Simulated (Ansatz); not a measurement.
# FeGe: further runs on the relaxed cell

One table from this session's results is given with a row withheld; the runs are named, their logs left out.

Computed with Ansatz 0.2.0 (DFT PBEsol, scalar-relativistic, plane waves, PAW, unless a step's input says otherwise).

2 further runs of the same task are left out: 2 set aside as unsound or not needed. Runs told in other sessions of the task aren't counted.

## The system as given

It takes space group P2_13 (No. 198, cubic). Conventional cell: a = 4.596 Å, b = 4.596 Å, c = 4.596 Å, α = 90.00°, β = 90.00°, γ = 90.00°. Around Fe (site symmetry 3) lie 7 Ge at 2.34 to 2.58 Å. Ge (site symmetry 3) has 7 Fe at 2.34 to 2.58 Å in its first shell of neighbours.

As a file:

```cif
data_structure
_symmetry_space_group_name_H-M 'P 1'
_symmetry_Int_Tables_number 1
_cell_length_a 4.5965
_cell_length_b 4.5965
_cell_length_c 4.5965
_cell_angle_alpha 90.000
_cell_angle_beta 90.000
_cell_angle_gamma 90.000
_cell_volume 97.11
loop_
_atom_site_label
_atom_site_type_symbol
_atom_site_fract_x
_atom_site_fract_y
_atom_site_fract_z
_atom_site_occupancy
Fe1 Fe 0.13623 0.13623 0.13623 1
Fe2 Fe 0.36377 0.86377 0.63623 1
Fe3 Fe 0.63623 0.36377 0.86377 1
Fe4 Fe 0.86377 0.63623 0.36377 1
Ge1 Ge 0.84197 0.84197 0.84197 1
Ge2 Ge 0.65803 0.15803 0.34197 1
Ge3 Ge 0.34197 0.65803 0.15803 1
Ge4 Ge 0.15803 0.34197 0.65803 1
```

This cell was relaxed beforehand with the same method: volume 12.14 Å³/atom, gap on the mesh none (metal), site moments up to 1.1 μB.

The first run:

Input file input.yaml:

```yaml
crystal:
  lattice:
    - [4.5500332582, 0.0, 0.0]
    - [0.0, 4.5500332582, 0.0]
    - [0.0, 0.0, 4.5500332582]
  atoms:
    - { symbol: Fe, position: [0.1362302086, 0.1362302086, 0.1362302086], spin: 1.2 }
    - { symbol: Fe, position: [0.3637697914, 0.8637697914, 0.6362302086], spin: 1.2 }
    - { symbol: Fe, position: [0.6362302086, 0.3637697914, 0.8637697914], spin: 1.2 }
    - { symbol: Fe, position: [0.8637697914, 0.6362302086, 0.3637697914], spin: 1.2 }
    - { symbol: Ge, position: [0.8419726228, 0.8419726228, 0.8419726228] }
    - { symbol: Ge, position: [0.6580273772, 0.1580273772, 0.3419726228] }
    - { symbol: Ge, position: [0.3419726228, 0.6580273772, 0.1580273772] }
    - { symbol: Ge, position: [0.1580273772, 0.3419726228, 0.6580273772] }
basis:
  ecutwfc: 420
kpoints:
  mp_grid: { grid: [8, 8, 8] }
hamiltonian:
  xc: pbesol
scf:
  occupations: { method: gaussian, width: 0.1 }
output:
  forces: true
  stress: true
  eigenvalues: true
  populations: true
magnetization:
  spin_polarized: true
relax:
  adjacent_minimum: "off"
  f_tol: 0.01
  max_steps: 30
```

Run with:

```
> ansatz run input.yaml --threads 2 --pin off --max-ram 5120MiB --backend cpu --events-out ev --progress --plain --runs-dir out
```

Among the steps run: Volume × 0.97; The cell scaled to 1.03 of its volume; Point at V/V0 = 0.94; The cell scaled to 1.06 of its volume; Volume × 0.91; The cell scaled to 1.10 of its volume; The cell scaled to 0.88 of its volume.

One table of the session follows, with a row left open; its other results are not shown here.

It belongs to the step «Fit of the equation of state». 

```
volume (Å³/atom)  energy above the lowest point (meV/atom)  pressure (GPa)  largest moment (μB)
          10.682                                     123.7           30.19                 0.00
          11.046                                      68.7           21.57                 0.87
          11.411                                         ?               ?                    ?
          11.775                                       6.7            6.11                 1.06
          12.139                                       0.0           -0.02                 1.09
          12.503                                       6.1           -5.08                 1.12
          12.867                                      22.6           -9.25                 1.15
          13.353                                      57.7          -13.51                 1.22
```

Q: Estimate the row for volume (Å³/atom) = 11.411 from the others.

Worked estimate for «energy above the lowest point (meV/atom)». A straight line through the neighbours (11.046, 68.7) and (11.775, 6.7) gives 68.7 + (6.7 − 68.7) × (11.411 − 11.046) / (11.775 − 11.046) = 37.7; a parabola fitted to 4 rows on both sides gives 29.6.

The run gave: energy above the lowest point (meV/atom): 28.8; pressure (GPa): 13.34; largest moment (μB): 1.01. In «energy above the lowest point (meV/atom)» the line misses by +8.9 and the parabola by +0.8.

To keep in mind: Warnings in the runs' records: stress scf threshold loose, seeded moment not kept.
